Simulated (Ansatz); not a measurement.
# Co (Co, beta-Sn type): the cost of one run

Computed with Ansatz 0.2.0 (DFT m-r2SCAN, plane waves (500 eV) with PAW, scalar-relativistic; the PAW data stem from PBE, with regenerated cores; m-r²SCAN is r²SCAN on the gauge-invariant kinetic-energy density, unless a step says otherwise).

### 1 Starting point

The structure is tetragonal, space group I4_1/amd (No. 141). Conventional cell: a = 4.400 Å, b = 4.400 Å, c = 2.402 Å, α = 90.00°, β = 90.00°, γ = 90.00°. Co (site symmetry -4m2) is surrounded by 6 Co at 2.28 to 2.40 Å.

Structure file:

```cif
data_structure
_symmetry_space_group_name_H-M 'P 1'
_symmetry_Int_Tables_number 1
_cell_length_a 3.3351
_cell_length_b 3.3351
_cell_length_c 3.3351
_cell_angle_alpha 97.454
_cell_angle_beta 97.454
_cell_angle_gamma 137.779
_cell_volume 23.25
loop_
_atom_site_label
_atom_site_type_symbol
_atom_site_fract_x
_atom_site_fract_y
_atom_site_fract_z
_atom_site_occupancy
Co1 Co 0.00000 0.00000 0.00000 1
Co2 Co 0.75000 0.25000 0.50000 1
```

Starting moments (μB): +1.7, -1.7.

### 2 Relaxing cell and atoms

input.yaml

```yaml
crystal:
  lattice:
    - [-2.1999784191, 2.1999784191, 1.2011882168]
    - [2.1999784191, -2.1999784191, 1.2011882168]
    - [2.1999784191, 2.1999784191, -1.2011882168]
  atoms:
    - { symbol: Co, position: [0.0, 0.0, 0.0], spin: 1.7 }
    - { symbol: Co, position: [0.75, 0.25, 0.5], spin: -1.7 }
hamiltonian:
  xc: mr2scan
  pseudopotentials:
    kind: paw
    azcp:
      Co: "pseudopotentials/Co.paw.azcp"
basis:
  ecutwfc: 500
  fft_grid_basis: typed
kpoints:
  mp_grid: { grid: [15, 15, 10], shift: [0, 0, 0] }
magnetization:
  spin_polarized: true
scf:
  occupations: { method: fermi_dirac, width: 0.05 }
relax:
  max_steps: 60
  f_tol: 0.01
  cell: {}
```

Started as:

```sh
ansatz run input.yaml --threads 2 --pin off --max-ram 5120MiB --backend cpu --events-out ev --progress --plain --runs-dir out
```

Q: Estimate wall time and peak memory on 2 threads of Intel Xeon 6975P-C (Granite Rapids), shared host.

About 18 min, with a peak of 1.1 GiB.
